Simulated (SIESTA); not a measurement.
AgRh under changes of volume

One of the cells (16.064 Å³/atom); the others are scaled copies at fixed shape and fractional positions:

```
CELL_PARAMETERS angstrom
2.77759 0.00000 0.00000
-1.38879 2.40546 0.00000
0.00000 0.00000 4.80860
ATOMIC_POSITIONS crystal
Ag 0.00000 0.00000 0.50000
Rh 0.66667 0.33333 0.00000
```

The cell comes from a database or a generator and needn't be the stable form of this composition.

| Item | Value |
| --- | --- |
| Program | SIESTA 5.4.2 |
| Functional | PBEsol |
| Potentials or basis | PseudoDojo 0.4 standard (PBEsol files) |
| Basis | DZP (energy shift 0.003 Ry; two zetas on semicore shells) |
| Grid cutoff | 800 Ry |
| Energy shift | 0.003 Ry |
| k mesh | 11 × 11 × 6 |
| Occupations | fermi-dirac, width 0.05 eV |
| Spin | no spin polarisation |

```csv
volume (Å³/atom),energy over the lowest point (meV/atom),pressure (GPa)
15.100,0.00,1.2
15.421,1.77,-2.7
15.743,10.85,-6.1
16.064,26.34,-9.1
16.385,47.46,-11.7
16.707,73.52,-14.0
17.028,?,?
```

Q: What does the run at 17.028 Å³/atom give?

A: Energy over the lowest point 103.77 meV/atom; pressure -15.9 GPa.

Worked out: A Birch-Murnaghan fit of order 3 (a polynomial in V^(-2/3)) to the other rows has its minimum at 15.19 Å³/atom with B0 = V·E''(V) = 190 GPa and B' = 5.3 at fixed shape and positions, which overstates the stiffness. It gives 103.81 meV/atom at 17.028 Å³/atom, against the run's 103.77, and -dE/dV = -16.1 GPa, against -15.9.

Energies are extrapolated to zero smearing.

Caveats: short orbitals over semicore shells can move pressures by several GPa; the basis of atomic orbitals isn't converged, which shifts pressures, moduli and gaps.
